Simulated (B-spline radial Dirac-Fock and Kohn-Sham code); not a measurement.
# An X-ray data sheet for Pr³⁺, step by step

Wanted for Pr³⁺: its two-hole states.

The numbers are computed with B-spline radial Dirac-Fock and Kohn-Sham code (version 3): a free atom or ion on a radial basis; each step names its model.

## (1) The system

Pr³⁺, configuration [Xe] 4f2, inside a Watson sphere of charge -3 and radius 2.7 Å (a model of the Madelung potential; inside it an electron's potential energy is raised by 16.0 eV).

```yaml
nuclear_charge: 59
electrons: 56
mass_number: 141
nuclear_rms_radius: 4.8919 fm
```

Outer shells as boxes (Hund's rule, for the drawing alone; heavy ions are jj-coupled, and the calculation averages over the configuration):

```
[Xe] core
4f [↑ ][↑ ][  ][  ][  ][  ][  ]
```

## (2) Double vacancies and Auger multiplets

Model: Dirac-Fock average of configuration, Delta-SCF, finite nucleus, first-order Breit with its frequency dependence, self-energy and vacuum polarisation; two-hole levels by intermediate coupling within the shell, Auger rates as independent-particle Coulomb matrix elements.

Recorded inputs:

```ini
task = double
Z = 59
charge = 3
configuration = 1s2 2s2 2p6 3s2 3p6 3d10 4s2 4p6 4d10 4f2 5s2 5p6
mass_number = 141
rms_radius = 4.8919  # fm
watson_charge = -3  # e
watson_radius = 2.7  # A
```

What does the calculation give? Wanted: largest U, K K; Kα hypersatellite shift; strongest line of K-L123.

As calculated:

| quantity | value |
| --- | --- |
| largest U, K K | 1003.9 eV |
| Kα hypersatellite shift | +734.5 eV |
| strongest line of K-L123 | L2L3, J = 2, 29369.6 eV |

U runs from 12.78 eV (O2 O3) to 1003.9 eV (K K). An empty K shell moves Kα up by 735 eV. In the K-L123 Auger group the L2L3 J = 2 line carries 41 % of the rate. The Hartree-Fock and Dirac-Fock values hold no electron correlation.
